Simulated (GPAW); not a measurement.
Crystal: CsLiCr2Te2S3.

```
CELL_PARAMETERS angstrom
3.42162 -5.18069 0.00784
3.42162 5.18069 0.00784
-2.90411 0.00000 7.43093
ATOMIC_POSITIONS crystal
Cs 0.09374 0.09374 0.00853
Li 0.58875 0.58875 0.55336
Cr 0.05646 0.46755 0.55790
Cr 0.46755 0.05646 0.55790
Te 0.56486 0.87357 0.29035
Te 0.87357 0.56486 0.29035
S 0.81151 0.39697 0.73347
S 0.39697 0.81151 0.73347
S 0.21404 0.21404 0.48371
```

The cell was built by a generator and needn't be a form met in nature.

Base run:

| Quantity | Value |
| --- | --- |
| Program | GPAW 26.7.0 |
| Functional | PBEsol |
| Potentials or basis | PAW data sets generated in the run's folder for this functional |
| Cutoff | 800 eV |
| Basis | pw |
| k mesh | 4 × 4 × 3 |
| Occupations | fermi-dirac, width 0.05 eV |
| Spin | collinear spin, ferromagnetic start |
| Starting moments | [0.0, 0.0, 3.0, 3.0, 0.0, 0.0, 0.0, 0.0, 0.0] μB |

Its results: pressure -1.9 GPa; net moment 4.02 μB per cell; site moments Cs -0.00; Li +0.00; Cr +2.16; Te -0.15; S -0.07, -0.06 μB; largest force 0.218 eV/Å.

Problem. The run is repeated on the same cell with these changes: functional from PBEsol to AM05. What comes out?

Solution. Pressure -1.4 GPa; net moment 4.01 μB per cell; site moments Cs -0.00; Li +0.00; Cr +2.16; Te -0.16; S -0.07, -0.06 μB; largest force 0.256 eV/Å.

Caveats: only a ferromagnetic start was run, and an antiferromagnetic order may lie lower in energy.
